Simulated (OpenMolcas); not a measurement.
# Fe⁴⁺ among point charges: CASSCF and CASPT2 levels and susceptibility

How does a field of 6 point charges split the states of Fe⁴⁺, and what χT follows?

The numbers are computed with OpenMolcas 26.06 (state-averaged CASSCF and CASPT2, spin-orbit coupling by RASSI with atomic mean-field integrals), except any that are marked as measured or tabulated.

## 1. The atom as given

- Species: Fe⁴⁺ (iron, Z = 26, 22 electrons)
- Basis: ANO-RCC-VDZP [5s4p2d1f], 34 functions
- Scalar Hamiltonian: DKH2, point nucleus
- Inactive shells: 1s 2s 2p 3s 3p
- Active space: 4 electrons in 5 orbitals (3d)
- Some configurations of this space: 3d4
- Orbitals: optimised for each spin and parity, averaged over all roots

The outer shells:

3d4
```
3d [↑ ][↑ ][↑ ][↑ ][  ]
```

The ion sits among 6 point charges of -1.1 e arranged as a tetragonal octahedron (D4h), 1.82 Å from the ion, with the axial distance 1.693 Å.

Each step is its own input file, run in one work folder so that later steps find the files of earlier ones. Labels, J, g values, rates, χT and fits are worked out afterwards by a script from the matrices that RASSI stores. The input lists half of the charges; inversion (Group=XYZ) makes the rest.

## 2. One- and two-electron integrals

The input, a.inp:

```
&GATEWAY
Coord
1

Fe 0.0 0.0 0.0
Basis=ANO-RCC-VDZP
Group=XYZ
NoMove
AngMom=0.0 0.0 0.0
AMFI
XField
3 Angstrom 0
1.820000 0.000000 0.000000 -1.100000
0.000000 1.820000 0.000000 -1.100000
0.000000 0.000000 1.692600 -1.100000
&SEWARD
```

Started as:

```bash
$ OMP_NUM_THREADS=1 MOLCAS_MEM=1689 MOLCAS_PROJECT=a pymolcas a.inp > a.log
```

## 3. Reference wave functions, quintets of even parity, 5 roots

The input, a.inp:

```
&RASSCF
FileOrb=start.orb
Symmetry=1
Spin=5
nActEl=4 0 0
Inactive=3 6
Ras2=5 0
CIRoot=5 5 1
SDav=5
CIMx=300
Iter=120 100
PrWF=0.3
OrbListing=Nothing
MaxOrb=0
>>> COPY $Project.JobIph JOB001
```

start.orb holds the contracted functions of the basis, ordered by shell, or the orbitals of the step before.

## 4. Reference wave functions, triplets of even parity, 45 roots

The input, a.inp:

```
&RASSCF
FileOrb=start.orb
Symmetry=1
Spin=3
nActEl=4 0 0
Inactive=3 6
Ras2=5 0
CIRoot=45 45 1
SDav=45
CIMx=300
Iter=120 100
PrWF=0.3
OrbListing=Nothing
MaxOrb=0
>>> COPY $Project.JobIph JOB002
```

## 5. CASSCF: singlets of even parity, 50 roots

The input, a.inp:

```
&RASSCF
FileOrb=start.orb
Symmetry=1
Spin=1
nActEl=4 0 0
Inactive=3 6
Ras2=5 0
CIRoot=50 50 1
SDav=50
CIMx=300
Iter=120 100
PrWF=0.3
OrbListing=Nothing
MaxOrb=0
>>> COPY $Project.JobIph JOB003
```

## 6. RASSI: spin-orbit coupling between the states

The input, a.inp:

```
&RASSI
NrOfJobIphs=3 5 45 50
1 2 3 4 5
1 2 3 4 5 6 7 8 9 10 11 12 13 14 15 16 17 18 19 20 21 22 23 24 25 26 27
28 29 30 31 32 33 34 35 36 37 38 39 40 41 42 43 44 45
1 2 3 4 5 6 7 8 9 10 11 12 13 14 15 16 17 18 19 20 21 22 23 24 25 26 27
28 29 30 31 32 33 34 35 36 37 38 39 40 41 42 43 44 45 46 47 48 49 50
IphNames
JOB001
JOB002
JOB003
EJob
SpinOrbit
DIPRint=1.0
SOCoupling=1000.0
Subsets=2
Property=9
'ANGMOM' 1 'ANGMOM' 2 'ANGMOM' 3 'MLTPL  1' 1 'MLTPL  1' 2 'MLTPL  1' 3
'AMFI' 1 'AMFI' 2 'AMFI' 3
SOProperty=3
'ANGMOM' 1 'ANGMOM' 2 'ANGMOM' 3
```

## 7. CASPT2: IPEA 0.25, imaginary shift 0.1 (closed shells correlated: 3s 3p)

The input, a.inp:

```
>>> COPY JOB001 $Project.JobIph
&CASPT2
Multistate=5 1 2 3 4 5
NoMult
Frozen=2 3
IPEA=0.25
Imaginary=0.1
MaxIter=60
WThr=0.0 0.3 0.05
PrWF=0.5
NoMix
>>> COPY JOB002 $Project.JobIph
&CASPT2
Multistate=45 1 2 3 4 5 6 7 8 9 10 11 12 13 14 15 16 17 18 19 20 21 22
23 24 25 26 27 28 29 30 31 32 33 34 35 36 37 38 39 40 41 42 43 44 45
NoMult
Frozen=2 3
IPEA=0.25
Imaginary=0.1
MaxIter=60
WThr=0.0 0.3 0.05
PrWF=0.5
NoMix
>>> COPY JOB003 $Project.JobIph
&CASPT2
Multistate=50 1 2 3 4 5 6 7 8 9 10 11 12 13 14 15 16 17 18 19 20 21 22
23 24 25 26 27 28 29 30 31 32 33 34 35 36 37 38 39 40 41 42 43 44 45 46
47 48 49 50
NoMult
Frozen=2 3
IPEA=0.25
Imaginary=0.1
MaxIter=60
WThr=0.0 0.3 0.05
PrWF=0.5
NoMix
```

(Steps that only read results are left out.)

**Question.** What will these runs give? Wanted: spin-free ground state; first state of the same spin within the active space; lowest level; next level.

**Answer**, as computed:

```
                                            quantity                                                                        value
                                              method  SS-CASPT2, IPEA 0.25, imaginary shift 0.1 (closed shells correlated: 3s 3p)
                              spin-free ground state                                              5A1, 1-fold in its orbital part
first state of the same spin within the active space                                                             5B1 at 1770 cm⁻¹
                                        lowest level                                                                    1-fold A1
                                          next level                                                                    25.9 cm⁻¹
                                         χT at 300 K                                                               2.49 cm³ K/mol
                           effective moment at 300 K                                                                      4.46 μB
```

Cost by method:

| method | time of its own steps | time with the reference |
| --- | --- | --- |
| A. CASSCF | 26 s | 26 s |
| B. SS-CASPT2, IPEA 0.25, imaginary shift 0.1, +3s 3p | 6.2 s | 32 s |

Times are of one thread on a shared host.

In words: The spin-free ground state (5A1) comes to 100 % from free-ion D terms and keeps the highest spin of the shell. χT at 300 K is 2.49, against 3.01 cm³ K/mol for the spin alone, so spin-orbit coupling lowers it. An active space of the d shell alone favours high spin; real ions in strong fields can be low spin. The field of point charges can differ much from that of real complexes. With metal d orbitals alone active, the gaps between spin states are rough; where two lie within a few thousand cm-1, their order is open. This is an electrostatic model: the charges have no orbitals.
